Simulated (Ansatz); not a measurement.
# C2H4AlN: small, medium and large basis sets

The task here is to estimate one member of a computed series from the others.

Program: Ansatz 0.2.0, Gaussian basis. Level of theory: one geometry, several basis sets. These are calculated values, not measurements.

Levels to be run: PBE0-D4/def2-SVP; ωB97M-V/def2-SVP; PBE0-D4/def2-QZVPP; ωB97M-V/def2-QZVPP; the functionals' def2-TZVPP values are taken from earlier runs.

1 further run of the same task is left out (it didn't finish).

### Structure used throughout

All runs share one geometry, relaxed beforehand with PBE0-D4 in a triple-zeta def2 set.

SMILES `N=[C]1[CH2][AlH]1`, 8 atoms, charge 0, spin multiplicity 1.

Atoms are counted from 1 here; the program's logs count them from 0.

Bond lengths: N1–C2 1.260 Å, N1–H5 1.029 Å, C2–C3 1.521 Å, C2–Al4 1.910 Å, C3–Al4 1.940 Å, C3–H6 1.091 Å, C3–H7 1.103 Å, Al4–H8 1.580 Å. Angles: C2–N1–H5 111.1°, N1–C2–C3 133.3°, N1–C2–Al4 150.7°, C3–C2–Al4 67.8°, C2–C3–Al4 65.7°, C2–C3–H6 120.2°, C2–C3–H7 109.2°, Al4–C3–H6 141.4°, Al4–C3–H7 101.0°, H6–C3–H7 110.7°, C2–Al4–C3 46.5°, C2–Al4–H8 163.3°, C3–Al4–H8 150.2°.

Coordinates:

```
N    -1.2791    1.0513   -0.9773
C    -0.4937    0.1639   -0.5492
C     0.7358    0.2031    0.3461
Al   -0.1859   -1.5037    0.3304
H    -0.9189    1.9932   -0.7737
H     0.9212    1.0662    0.9879
H     1.6294   -0.0357   -0.2542
H    -0.3164   -2.9956    0.8342
```

Set-up of the first run:

File in.yaml:

```yaml
crystal:
  periodic: [false, false, false]
  atoms:
    - {symbol: N, position_ang: [-1.279102, 1.051347, -0.977289]}
    - {symbol: C, position_ang: [-0.493729, 0.163909, -0.549152]}
    - {symbol: C, position_ang: [0.735781, 0.203105, 0.346058]}
    - {symbol: Al, position_ang: [-0.185927, -1.503694, 0.330372]}
    - {symbol: H, position_ang: [-0.918906, 1.993184, -0.773720]}
    - {symbol: H, position_ang: [0.921152, 1.066217, 0.987858]}
    - {symbol: H, position_ang: [1.629375, -0.035650, -0.254157]}
    - {symbol: H, position_ang: [-0.316443, -2.995618, 0.834229]}
basis:
  gaussian: {orbitals: def2-SVP}
hamiltonian: {xc: pbe0, dispersion: d4}
output: {orbitals: {seedname: orbitals}}
```

The run is started by

```bash
$ ansatz run in.yaml --threads 2 --pin off --events-out ev --progress --plain --max-ram 4352MiB
```

Among the steps run: PBE0-D4 in def2-SVP; ωB97M-V in def2-SVP; PBE0-D4 in def2-QZVPP; ωB97M-V in def2-QZVPP.

One of the session's tables, all rows but one given; the rest of the session is left out.

It belongs to the step «Density functionals: the series». 

| functional | basis | HOMO (eV) | LUMO (eV) |
| --- | --- | --- | --- |
| PBE0-D4 | def2-SVP | -5.94 | -1.78 |
| PBE0-D4 | def2-TZVPP | -6.12 | -1.87 |
| PBE0-D4 | def2-QZVPP | ? | ? |
| ωB97M-V | def2-SVP | -8.05 | -0.02 |
| ωB97M-V | def2-TZVPP | -8.26 | -0.17 |
| ωB97M-V | def2-QZVPP | -8.29 | -0.29 |

**Question.** Estimate the row for PBE0-D4, def2-QZVPP.

**Answer.** HOMO (eV): -6.15; LUMO (eV): -1.90. In the column «HOMO (eV)» it lies between ωB97M-V, def2-SVP (-8.05) and PBE0-D4, def2-TZVPP (-6.12).
